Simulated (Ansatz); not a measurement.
# CH2AlFSi (SMILES FC#[Si][AlH2]): functionals against CCSD(T) at one geometry

The atoms stand at a frame of a short trajectory. How far do the functionals agree with CCSD(T) there?

Method: single points in def2-TZVPP; program: Ansatz 0.2.0, Gaussian basis.

Cores are frozen in the correlated methods.

**1. Where the work starts**

SMILES `FC#[Si][AlH2]`, 6 atoms, charge 0, spin multiplicity 1.

Atoms are counted from 1 here; the program's logs count them from 0.

Bond lengths: F1–C2 1.265 Å, C2–Si3 1.730 Å, Si3–Al4 2.417 Å, Al4–H5 1.548 Å, Al4–H6 1.709 Å. Angles: F1–C2–Si3 140.2°, C2–Si3–Al4 149.3°, Si3–Al4–H5 122.3°, Si3–Al4–H6 128.8°, H5–Al4–H6 108.9°.

As a file:

```mol
CH2AlFSi
  3D, bonds by distance, orders not assigned

  6  5  0  0  0  0  0  0  0  0999 V2000
    2.1309   -2.5366    1.3455 F   0  0
    1.2492   -1.9097    0.6902 C   0  0
    0.6767   -0.2972    0.4361 Si  0  0
   -0.9459    1.2004   -0.5472 Al  0  0
   -0.6535    2.0035   -1.8374 H   0  0
   -2.5062    1.6078    0.0174 H   0  0
  1  2  8  0
  2  3  8  0
  3  4  8  0
  4  5  8  0
  4  6  8  0
M  END
```

**2. PBE-D4/def2-TZVPP**

run/in.yaml reads:

```yaml
crystal:
  periodic: [false, false, false]
  atoms:
    - {symbol: F, position_ang: [2.130917, -2.536618, 1.345548]}
    - {symbol: C, position_ang: [1.249163, -1.909694, 0.690165]}
    - {symbol: Si, position_ang: [0.676699, -0.297248, 0.436134]}
    - {symbol: Al, position_ang: [-0.945856, 1.200446, -0.547228]}
    - {symbol: H, position_ang: [-0.653548, 2.003472, -1.837439]}
    - {symbol: H, position_ang: [-2.506222, 1.607756, 0.017370]}
basis:
  gaussian: {orbitals: def2-TZVPP}
hamiltonian: {xc: pbe, dispersion: d4}
output: {forces: true}
```

Launch:

```bash
$ ansatz run in.yaml --threads 2 --pin off --events-out ev --progress --plain --max-ram 3481MiB
```

The log of the run:

```text
Functional definition: PBE
  name "PBE"
  cite "Perdew, Burke & Ernzerhof, Phys. Rev. Lett. 77, 3865 (1996) doi:10.1103/PhysRevLett.77.3865"
  parent pbe
  parameter kappa = 0.804
  parameter beta = 0.06672455060314922
  exchange = pbe_x(kappa = kappa, mu = beta*pi^2/3)
  correlation = pbe_c(beta = beta)
1011 factors; their error is unknown
mean field evaluation 1: about -18235.2110 eV, gradient 6.4e1 eV
mean field evaluation 2: about -18147.3279 eV, gradient 1.5e2 eV
mean field evaluation 4: about -18245.1333 eV, gradient 2.5e1 eV
mean field evaluation 8: about -18246.7780 eV, gradient 6.1e-1 eV
mean field evaluation 16: about -18246.7564 eV, gradient 4.3e-3 eV
mean field -18246.75640491 eV, -670.5559297848 hartree, gradient 6.7e-6 eV, S^2 0.000000; 1 other end points of the search recorded, 0 dependent functions left out
the calculation of the forces begins
reference -18246.75644712 eV, -670.5559313359 hartree; 22, 22 occupied and 152, 152 virtual orbitals, 1011 factors
Total energy: -18246.87344787 eV, -670.5602310343 hartree
Atom 0 at     2.130917    -2.536618     1.345548 Å, force     1.098230    -1.592819     0.590081 eV/Å
Atom 1 at     1.249163    -1.909694     0.690165 Å, force    -1.587612     3.214735    -0.649597 eV/Å
Atom 2 at     0.676699    -0.297248     0.436134 Å, force     0.595320    -1.313031     0.248464 eV/Å
Atom 3 at    -0.945856     1.200446    -0.547228 Å, force    -1.715785    -0.141523     0.285762 eV/Å
Atom 4 at    -0.653548     2.003472    -1.837439 Å, force     0.499623     0.274738    -0.459715 eV/Å
Atom 5 at    -2.506222     1.607756     0.017370 Å, force     1.110223    -0.442101    -0.014994 eV/Å
Dipole moment:    -0.019967     0.218461    -0.004122 e Å
```

It took 1.9 s on 2 threads of AMD EPYC 7B13, shared host; peak memory 0.2 GiB.

**3. r2SCAN-D4/def2-TZVPP**

Edit run/in.yaml of step 2 so:

```diff
@@ -11,3 +11,3 @@
   gaussian: {orbitals: def2-TZVPP}
-hamiltonian: {xc: pbe, dispersion: d4}
+hamiltonian: {xc: r2scan, dispersion: d4}
 output: {forces: true}
```

Launch:

```bash
$ ansatz run in.yaml --threads 2 --pin off --events-out ev --progress --plain --max-ram 3481MiB
```

The log of the run:

```text
Functional definition: r2SCAN
  name "r2SCAN"
  cite "Furness, Kaplan, Ning, Perdew & Sun, J. Phys. Chem. Lett. 11, 8208 (2020) doi:10.1021/acs.jpclett.0c02405"
  cite "Furness, Kaplan, Ning, Perdew & Sun, J. Phys. Chem. Lett. 11, 9248 (2020) doi:10.1021/acs.jpclett.0c03077"
  parent r2scan
  parameter k0 = 0.174
  parameter k1 = 0.065
  parameter a1 = 4.9479
  exchange = r2scan_x(k0 = k0, k1 = k1, a1 = a1)
  correlation = r2scan_c
1011 factors; their error is unknown
mean field evaluation 1: about -18246.0580 eV, gradient 5.6e1 eV
mean field evaluation 2: about -18182.5836 eV, gradient 1.3e2 eV
mean field evaluation 4: about -18254.6199 eV, gradient 1.1e1 eV
mean field evaluation 8: about -18254.9591 eV, gradient 3.4e-1 eV
mean field evaluation 16: about -18254.9366 eV, gradient 2.9e-4 eV
mean field -18254.93657583 eV, -670.8565455212 hartree, gradient 5.9e-5 eV, S^2 0.000000; 0 other end points of the search recorded, 0 dependent functions left out
the calculation of the forces begins
reference -18254.93658834 eV, -670.8565459810 hartree; 22, 22 occupied and 152, 152 virtual orbitals, 1011 factors
Total energy: -18254.96310588 eV, -670.8575204827 hartree
Atom 0 at     2.130917    -2.536618     1.345548 Å, force     0.748719    -1.384645     0.323412 eV/Å
Atom 1 at     1.249163    -1.909694     0.690165 Å, force    -1.363982     3.394137    -0.435600 eV/Å
Atom 2 at     0.676699    -0.297248     0.436134 Å, force     0.681621    -1.658298     0.285979 eV/Å
Atom 3 at    -0.945856     1.200446    -0.547228 Å, force    -1.812312    -0.047479     0.219034 eV/Å
Atom 4 at    -0.653548     2.003472    -1.837439 Å, force     0.478014     0.189145    -0.333083 eV/Å
Atom 5 at    -2.506222     1.607756     0.017370 Å, force     1.267940    -0.492860    -0.059743 eV/Å
Dipole moment:    -0.031602     0.229462    -0.012786 e Å
```

Wall time 2.9 s (2 threads of AMD EPYC 7B13, shared host); peak memory 0.21 GiB.

**4. PBE0-D4/def2-TZVPP**

Edit run/in.yaml of step 3 so:

```diff
@@ -11,3 +11,3 @@
   gaussian: {orbitals: def2-TZVPP}
-hamiltonian: {xc: r2scan, dispersion: d4}
-output: {forces: true}
+hamiltonian: {xc: pbe0, dispersion: d4}
+output: {forces: true, orbitals: {seedname: orbitals}}
```

Launch:

```bash
$ ansatz run in.yaml --threads 2 --pin off --events-out ev --progress --plain --max-ram 3481MiB
```

The log of the run:

```text
Functional definition: PBE0
  name "PBE0"
  cite "Adamo & Barone, J. Chem. Phys. 110, 6158 (1999) doi:10.1063/1.478522"
[... 2 set-up lines as earlier in the session ...]
  parameter a = 0.25
[... 2 set-up lines as earlier in the session ...]
  exchange = (1 - a)*pbe_x(kappa = kappa, mu = beta*pi^2/3) + a*exact_x
[... 1 set-up line as earlier in the session ...]
1045 factors; their error is unknown
mean field evaluation 1: about -18241.3543 eV, gradient 4.7e1 eV
mean field evaluation 2: about -18202.7199 eV, gradient 1.1e2 eV
mean field evaluation 4: about -18247.5237 eV, gradient 5.1e0 eV
mean field evaluation 8: about -18247.6165 eV, gradient 3.3e-2 eV
mean field evaluation 16: about -18247.6547 eV, gradient 1.0e-4 eV
mean field -18247.65465067 eV, -670.5889397077 hartree, gradient 7.0e-6 eV, S^2 0.000000; 0 other end points of the search recorded, 0 dependent functions left out
the calculation of the forces begins
reference -18247.65468240 eV, -670.5889408736 hartree; 22, 22 occupied and 152, 152 virtual orbitals, 1045 factors
Total energy: -18247.75440645 eV, -670.5926056650 hartree
Atom 0 at     2.130917    -2.536618     1.345548 Å, force     0.540739    -1.233447     0.178161 eV/Å
Atom 1 at     1.249163    -1.909694     0.690165 Å, force    -1.271324     3.534820    -0.356725 eV/Å
Atom 2 at     0.676699    -0.297248     0.436134 Å, force     0.816028    -1.962993     0.366479 eV/Å
Atom 3 at    -0.945856     1.200446    -0.547228 Å, force    -1.843257    -0.016934     0.221420 eV/Å
Atom 4 at    -0.653548     2.003472    -1.837439 Å, force     0.485808     0.182872    -0.353162 eV/Å
Atom 5 at    -2.506222     1.607756     0.017370 Å, force     1.272005    -0.504319    -0.056175 eV/Å
Dipole moment:    -0.073074     0.287606    -0.036063 e Å
```

Run time: 2.5 s. Hardware: 2 threads of AMD EPYC 7B13, shared host; peak memory 0.36 GiB.

**5. wB97M-V/def2-TZVPP**

Edit run/in.yaml of step 4 so:

```diff
@@ -11,3 +11,3 @@
   gaussian: {orbitals: def2-TZVPP}
-hamiltonian: {xc: pbe0, dispersion: d4}
-output: {forces: true, orbitals: {seedname: orbitals}}
+hamiltonian: {xc: {name: wB97M-V}}
+output: {forces: true}
```

Launch:

```bash
$ ansatz run in.yaml --threads 2 --pin off --events-out ev --progress --plain --max-ram 3481MiB
```

The log of the run:

```text
Functional definition: wB97M-V
  name "wB97M-V"
  cite "Mardirossian & Head-Gordon, J. Chem. Phys. 144, 214110 (2016) doi:10.1063/1.4952647"
  cite "Becke, J. Chem. Phys. 107, 8554 (1997) doi:10.1063/1.475007"
  cite "Vydrov & Van Voorhis, J. Chem. Phys. 133, 244103 (2010) doi:10.1063/1.3521275"
  # Of w^i u^j: cxij and so on, Table III.
  parameter omega = 0.3/bohr
  parameter cx = 0.15
  parameter cx01 = 1.007
  parameter cx10 = 0.259
  parameter css00 = 0.443
  parameter css04 = -1.437
  parameter css10 = -4.535
  parameter css20 = -3.390
  parameter css43 = 4.278
  parameter cos00 = 1.000
  parameter cos10 = 1.358
  parameter cos20 = 2.924
  parameter cos21 = -8.812
  parameter cos60 = -1.390
  parameter cos61 = 9.142
  parameter b = 6.0
  parameter c = 0.01
  gx(w, u) = 1 - cx + cx01*u + cx10*w
  gss(w, u) = css00 + css04*u^4 + css10*w + css20*w^2 + css43*w^4*u^3
  gos(w, u) = cos00 + cos10*w + (cos20 + cos21*u)*w^2 + (cos60 + cos61*u)*w^6
  exchange = spin_sum(e_x_unif_sr(omega)*gx(b97_w, b97_u_x)) + cx*exact_x_sr(omega) + exact_x_lr(omega)
  correlation = spin_sum(e_c_pw_mod_same_spin*gss(b97_w, b97_u_same))
      + integral(e_c_pw_mod_opposite_spin*gos(b97_w_opposite, b97_u_opposite)) + vv10(b, c)
1017 factors; their error is unknown
223 factors; integrals over basis functions are off by at most 1.5e-5 eV
mean field evaluation 1: about -18252.4817 eV, gradient 3.4e1 eV
mean field evaluation 2: about -18247.2488 eV, gradient 5.5e1 eV
mean field evaluation 4: about -18255.7112 eV, gradient 2.2e0 eV
mean field evaluation 8: about -18255.7268 eV, gradient 7.6e-2 eV
mean field evaluation 16: about -18255.7402 eV, gradient 3.8e-3 eV
mean field -18255.74020540 eV, -670.8860783635 hartree, gradient 6.3e-5 eV, S^2 0.000000; 0 other end points of the search recorded, 0 dependent functions left out
the calculation of the forces begins
reference -18255.74025506 eV, -670.8860801882 hartree; 22, 22 occupied and 152, 152 virtual orbitals, 1017 factors
Total energy: -18255.74025506 eV, -670.8860801882 hartree
Atom 0 at     2.130917    -2.536618     1.345548 Å, force     0.782187    -1.446017     0.365976 eV/Å
Atom 1 at     1.249163    -1.909694     0.690165 Å, force    -1.624679     4.069927    -0.603619 eV/Å
Atom 2 at     0.676699    -0.297248     0.436134 Å, force     0.919549    -2.265907     0.423581 eV/Å
Atom 3 at    -0.945856     1.200446    -0.547228 Å, force    -1.954077     0.125683     0.129984 eV/Å
Atom 4 at    -0.653548     2.003472    -1.837439 Å, force     0.453636     0.072363    -0.209730 eV/Å
Atom 5 at    -2.506222     1.607756     0.017370 Å, force     1.423385    -0.556049    -0.106191 eV/Å
Dipole moment:    -0.099804     0.335620    -0.053437 e Å
```

It took 7.5 s on 2 threads of AMD EPYC 7B13, shared host; peak memory 0.45 GiB.

**6. CCSD(T)/def2-TZVPP**

Edit run/in.yaml of step 5 so:

```diff
@@ -11,3 +11,3 @@
   gaussian: {orbitals: def2-TZVPP}
-hamiltonian: {xc: {name: wB97M-V}}
+correlation: {method: ccsd_t}
 output: {forces: true}
```

Launch:

```bash
$ ansatz run in.yaml --threads 2 --pin off --events-out ev --progress --plain --max-ram 3481MiB
```

The log of the run:

```text
Functional definition: HF
  name "HF"
  cite "Fock, Z. Phys. 61, 126 (1930) doi:10.1007/BF01340294"
[... 1 set-up line as earlier in the session ...]
  exchange = exact_x
  correlation = 0
1070 factors; integrals over basis functions are off by at most 1.1e-3 eV
mean field evaluation 1: about -18207.4048 eV, gradient 2.3e1 eV
mean field evaluation 2: about -18207.6155 eV, gradient 2.4e1 eV
mean field evaluation 4: about -18209.4622 eV, gradient 6.0e0 eV
mean field evaluation 8: about -18209.5930 eV, gradient 6.7e-1 eV
mean field evaluation 16: about -18209.5978 eV, gradient 2.8e-6 eV
mean field evaluation 32: about -18209.5358 eV, gradient 9.7e-1 eV
mean field evaluation 64: about -18209.5977 eV, gradient 6.3e-2 eV
mean field evaluation 96: about -18203.7998 eV, gradient 2.1e1 eV
mean field -18209.59782493 eV, -669.1903771576 hartree, gradient 6.7e-6 eV, S^2 0.000000; 6 other end points of the search recorded, 0 dependent functions left out; unrestricted orbitals would lower it
mean field evaluation 128: about -18209.5828 eV, gradient 1.3e0 eV
mean field evaluation 160: about -18209.1284 eV, gradient 8.7e0 eV
mean field evaluation 192: about -18209.5978 eV, gradient 1.9e-3 eV
mean field evaluation 224: about -18210.2532 eV, gradient 4.3e-1 eV
unrestricted determinant -18210.97867613 eV, -669.2411225030 hartree, S^2 1.4351
12 core orbitals not correlated: weight in the atoms' cores, before any rotation towards them, 1.000 or more for the frozen orbitals, at most 0.000 for the correlated occupied ones
reference -18209.59782493 eV, -669.1903771576 hartree; 10, 10 occupied and 152, 152 virtual orbitals, 1070 factors
second order -16.73903910 eV of doubles, -0.00000000 eV of singles
cycle   1  -16.30477096 eV  change    4.3e-1 eV  update   1.6e-1
cycle   2  -16.99112444 eV  change   -6.9e-1 eV  update   6.9e-2
cycle   3  -17.20828209 eV  change   -2.2e-1 eV  update   3.1e-2
cycle   4  -17.20748954 eV  change    7.9e-4 eV  update   1.2e-2
cycle   5  -17.20855985 eV  change   -1.1e-3 eV  update   7.0e-3
cycle   6  -17.21284338 eV  change   -4.3e-3 eV  update   3.1e-3
cycle   7  -17.21355746 eV  change   -7.1e-4 eV  update   1.7e-3
cycle   8  -17.21308633 eV  change    4.7e-4 eV  update   9.9e-4
cycle   9  -17.21352290 eV  change   -4.4e-4 eV  update   5.7e-4
cycle  10  -17.21339105 eV  change    1.3e-4 eV  update   3.0e-4
cycle  11  -17.21292564 eV  change    4.7e-4 eV  update   1.5e-4
cycle  12  -17.21311689 eV  change   -1.9e-4 eV  update   8.3e-5
cycle  13  -17.21307172 eV  change    4.5e-5 eV  update   4.4e-5
cycle  14  -17.21312271 eV  change   -5.1e-5 eV  update   2.4e-5
cycle  15  -17.21313381 eV  change   -1.1e-5 eV  update   9.9e-6
cycle  16  -17.21313430 eV  change   -4.9e-7 eV  update   5.7e-6
cycle  17  -17.21313698 eV  change   -2.7e-6 eV  update   3.0e-6
cycle  18  -17.21313622 eV  change    7.6e-7 eV  update   1.3e-6
cycle  19  -17.21313675 eV  change   -5.4e-7 eV  update   6.7e-7
perturbative correction -0.98748154 eV, -0.0362892774 hartree
the calculation of the forces begins
working
Total energy: -18227.79844323 eV, -669.8592375432 hartree
Atom 0 at     2.130917    -2.536618     1.345548 Å, force     1.157156    -1.582637     0.673289 eV/Å
Atom 1 at     1.249163    -1.909694     0.690165 Å, force    -1.625333     3.047991    -0.754793 eV/Å
Atom 2 at     0.676699    -0.297248     0.436134 Å, force     0.553080    -1.153926     0.257679 eV/Å
Atom 3 at    -0.945856     1.200446    -0.547228 Å, force    -1.865148     0.071884     0.218854 eV/Å
Atom 4 at    -0.653548     2.003472    -1.837439 Å, force     0.464228     0.142678    -0.314276 eV/Å
Atom 5 at    -2.506222     1.607756     0.017370 Å, force     1.316017    -0.525989    -0.080753 eV/Å
Dipole moment:    -0.079478     0.253973    -0.042503 e Å
```

It took 2.6 min on 2 threads of AMD EPYC 7B13, shared host; peak memory 2.6 GiB.

**7. Side by side**

```csv
method,RMS force component (eV/Å),RMS error against CCSD(T) (eV/Å),angle to CCSD(T) forces (°),dipole (D)
PBE-D4,1.167,0.116,5.7,1.05
r2SCAN-D4,1.179,0.225,11.0,1.11
PBE0-D4,1.212,0.335,16.0,1.44
wB97M-V,1.395,0.392,14.3,1.70
CCSD(T),1.164,reference,reference,1.29
```

Energy less the free neutral atoms in their ground states at the same level (atoms from separate runs):

Differences are taken before rounding.

```csv
method,rung,energy less atoms (kJ/mol),from CCSD(T) (kJ/mol)
PBE-D4,GGA,-1694.4,-120.4
r2SCAN-D4,meta-GGA,-1641.5,-67.5
PBE0-D4,hybrid,-1602.9,-28.9
wB97M-V,range-separated hybrid,-1591.8,-17.7
Hartree-Fock,wavefunction,-948.5,+625.6
MP2,wavefunction,-1630.1,-56.0
CCSD,wavefunction,-1502.7,+71.4
CCSD(T),wavefunction,-1574.1,0
```

Cost and force error (times from a shared host):

```csv
method,time,RMS force error (eV/Å)
PBE-D4,1.9 s,0.116
r2SCAN-D4,2.9 s,0.225
PBE0-D4,2.5 s,0.335
wB97M-V,7.5 s,0.392
CCSD(T),2.6 min,0
```

**8. Summary of results**

| quantity | value |
| --- | --- |
| energy less free atoms, CCSD(T)/def2-TZVPP | -1574.1 kJ/mol |
| RMS force component | 1.164 to 1.395 eV/Å over the methods |
| RMS force error | PBE-D4 0.116, r2SCAN-D4 0.225, PBE0-D4 0.335, wB97M-V 0.392 eV/Å |
| HOMO and LUMO, PBE0-D4 | -6.26 and -3.26 eV |
| T1 diagnostic | 0.024 |

**Reading.** Against CCSD(T) the functionals' energies less atoms differ by -120.4 to -17.7 kJ/mol, PBE-D4 by -120.4 kJ/mol. The reference is not at the basis limit: in triple zeta CCSD(T) underbinds, which counts against methods that bind more; the gaps are no ranking. On forces the order runs from PBE-D4 to wB97M-V. Frozen-core CCSD(T) forces in triple zeta carry basis errors of their own, and this is one geometry, so small gaps rank nothing. The restricted Hartree–Fock reference is unstable towards an unrestricted one at one or more of these structures.
